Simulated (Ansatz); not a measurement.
The system is HPbNO4.

```xyz
7
Lattice="3.8540 0.1438 0.0901 -0.2532 5.5270 0.1647 -0.4820 -1.9272 5.7203" Properties=species:S:1:pos:R:3 pbc="T T T"
H    -0.0083    2.5983    3.2335
Pb    2.1473    2.6778    1.0046
N     2.8237    3.6046    5.7249
O    -0.4057   -0.9417    5.0623
O     2.7256   -0.0852    0.8025
O    -0.5912    2.3982    5.1009
O     0.1280    2.5704    2.2622
```

The cell was built by a generator and needn't be a form met in nature.

```yaml
Program: Ansatz 0.2.0
Task: relaxation of cell and atoms
Functional: r2SCAN
Potentials_or_basis: Ansatz PAW
Cutoff: "500 eV (not typed: the program's choice for these potentials)"
k_mesh: 5 × 4 × 4
Occupations: fermi-dirac, width 0.05 eV
Spin: no spin polarisation
```

At the start: volume 17.65 Å³/atom.

Problem. Where does the relaxation end?

Solution. It ends after 14 steps and the volume is 16.35 Å³/atom (-7.4 %); space group P1 (No. 1, to 0.05 Å).

Step by step:
```tsv
step	energy change (eV)	largest force (eV/Å)	volume (Å³)
1	0.0000	0.6843	123.55
2	-0.0270	0.4476	115.07
3	-0.0410	0.4128	117.60
4	-0.0453	0.0696	117.15
5	-0.0462	0.0476	116.75
6	-0.0481	0.0641	115.44
7	-0.0484	0.0690	115.20
8	-0.0490	0.0681	114.75
9	-0.0492	0.0522	114.58
10	-0.0496	0.0335	114.26
11	-0.0496	0.0302	114.35
12	-0.0495	0.0209	114.60
13	-0.0496	0.0126	114.46
14	-0.0458	0.0130	114.46
```

Final structure:
```xyz
7
Lattice="3.7679 0.1583 -0.0627 -0.2298 5.4693 0.1073 -0.6989 -1.9725 5.5195" Properties=species:S:1:pos:R:3 pbc="T T T"
H    -0.0141    2.5549    3.1114
Pb    2.0420    2.6573    0.7965
N     2.5211    3.5058    5.3381
O    -0.6585   -1.0175    4.8487
O     2.6359   -0.0567    0.6754
O    -0.8095    2.2830    4.8951
O     0.1240    2.5460    2.1517
```

Caveat: the plane-wave basis is chosen anew once the cell has moved, so the energies of steps on either side of that aren't comparable; the PAW data sets come from PBE, with cores solved anew for the run's functional, which leaves a small shift of forces and pressure.
